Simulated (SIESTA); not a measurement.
Runs of SIESTA 5.4.2 on Ta3Cu. Symmetry: I4/mmm, No. 139, tetragonal system. The conventional cell has a = 4.013 Å, b = 4.013 Å, c = 8.416 Å, α = 90.00°, β = 90.00°, γ = 90.00°. Ta (site symmetry 4/mmm) is surrounded by 4 Cu at 2.84 Å and 8 Ta at 2.91 Å. Around Ta (site symmetry -4m2) lie 8 Ta at 2.84 to 2.91 Å and 4 Cu at 2.91 Å. Cu (site symmetry 4/mmm) is surrounded by 12 Ta at 2.84 to 2.91 Å. The cell comes from a database or a generator and needn't be the stable form of this composition.

```tsv
task	level	potentials or basis	gap on the mesh (eV)	pressure (GPa)	V0 of scaled cells (Å³/atom)	B0 (GPa)
equation of state	PBEsol	PseudoDojo 0.4 standard (PBEsol files), DZP (energy shift 0.003 Ry; two zetas on semicore shells)	-	-	16.46	(a)
band structure	PBEsol	PseudoDojo 0.4 standard (PBEsol files), DZP (energy shift 0.003 Ry; two zetas on semicore shells)	none	-5.7	-	-
equation of state	PBE	PseudoDojo 0.4 standard (PBE files), DZP (energy shift 0.003 Ry; two zetas on semicore shells)	-	-	17.05	192
band structure	PBE	PseudoDojo 0.4 standard (PBE files), DZP (energy shift 0.003 Ry; two zetas on semicore shells)	none	(b)	-	-
```

Alike in all rows: no spin polarisation; cell as given; k mesh 9 × 9 × 9; smearing fermi-dirac 0.05 eV; grid cutoff 800 Ry; energy shift 0.003 Ry.

**Question.** Estimate the missing entries.

**Answer.** (a) 209; (b) 1.3.

Caveats: short orbitals over semicore shells can move pressures by several GPa; the basis of atomic orbitals isn't converged, which shifts pressures, moduli and gaps; the cell was scaled at fixed shape and fractional positions, which overstates the stiffness of a crystal with free parameters, most of all of layers and chains (some runs).

A k mesh can miss the band edges, and the runs leave out spin-orbit coupling on Ta.

A gap of «none» marks a metal or a gap under the smearing width.

Not every run made on this cell is shown here.
